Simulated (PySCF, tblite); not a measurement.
**C4H8OP2: geometry, infrared bands and NMR shifts**

Aim: predict the infrared bands and NMR shifts of C4H8OP2 (`CP(C)CP=C=O`).

Computed with tblite 0.8.0 and PySCF 2.14.0, with density-fitted response routines of our own, on a single molecule in the gas phase. Atoms are numbered from 0 throughout.

## (1) The molecule as given

15 atoms, charge 0, multiplicity 1; geometry from: force field or distance geometry start.

Bonds of the start (Å): C0–P1 1.84, P1–C2 1.86, P1–C3 1.84, C3–P4 1.87, P4–C5 1.64, C5–O6 1.21, C0–H7 1.12, C0–H8 1.10, C0–H9 1.11, C2–H10 1.12, C2–H11 1.13, C2–H12 1.10, C3–H13 1.11, C3–H14 1.10.

## (2) Optimising the geometry with GFN2-xTB

The job: settings as JSON, then the geometry in Å.

```
{"job": {"kind": "relax", "xc": "GFN2-xTB", "basis": "xTB"}, "charge": 0, "multiplicity": 1}
C     -1.146300     1.650200     0.351200
P     -0.928800     0.036400    -0.505500
C     -1.340700    -1.381900     0.621800
C      0.676200    -0.140400    -1.387200
P      1.943800    -1.089900    -0.389100
C      3.225000    -0.344500     0.312300
O      4.175900     0.187500     0.837000
H     -2.220400     1.697900     0.671000
H     -0.552500     1.741400     1.272900
H     -0.946800     2.457200    -0.381500
H     -2.032600    -2.067500     0.067400
H     -1.973500    -0.951100     1.453200
H     -0.460500    -1.892200     1.036500
H      0.496100    -0.733500    -2.306700
H      1.080900     0.838400    -1.675400
```

Started as:

```
> OMP_NUM_THREADS=1 python probes_run.py task.json out
```

One launch serves the whole session: the jobs run in the order shown.

**Question.** This job is followed by: GFN2-xTB harmonic vibrations, gas phase; GIAO PBE0/pcSseg-1 NMR shielding, non-relativistic, gas phase. What will the session give for the following? strongest single infrared mode (GFN2-xTB); zero-point energy (GFN2-xTB); ¹³C shifts against TMS (PBE0/pcSseg-1, means over atoms taken as alike); ¹H shifts against TMS (PBE0/pcSseg-1, means over atoms taken as alike); ³¹P shifts against H3PO4 (PBE0/pcSseg-1); ¹⁷O shifts against H2O (PBE0/pcSseg-1).

As calculated:

| quantity | value |
| --- | --- |
| strongest single infrared mode (GFN2-xTB) | 2053 cm⁻¹, 1145 km/mol |
| zero-point energy (GFN2-xTB) | 68.8 kcal/mol |
| ¹³C shifts against TMS (PBE0/pcSseg-1, means over atoms taken as alike) | 209.1, 20.7, 14.7 ppm |
| ¹H shifts against TMS (PBE0/pcSseg-1, means over atoms taken as alike) | 2.16, 0.99 ppm |
| ³¹P shifts against H3PO4 (PBE0/pcSseg-1) | -66.0, -292.2 ppm |
| ¹⁷O shifts against H2O (PBE0/pcSseg-1) | 418.9 ppm |

Over 130 steps the energy fell by 1.491 eV; of the close pairs, C5–O6 changed most, 1.209 to 1.164 Å. No mode is imaginary among the 39: a minimum at this level. The strongest single mode, at 2053 cm⁻¹, moves mainly C5. GFN2-xTB is a fitted tight-binding method: band positions and strengths are rough. Its intensities can rank the bands wrongly. At PBE0/pcSseg-1: The widest tensor belongs to O6: span 379 ppm, with a paramagnetic part of -483 ppm.
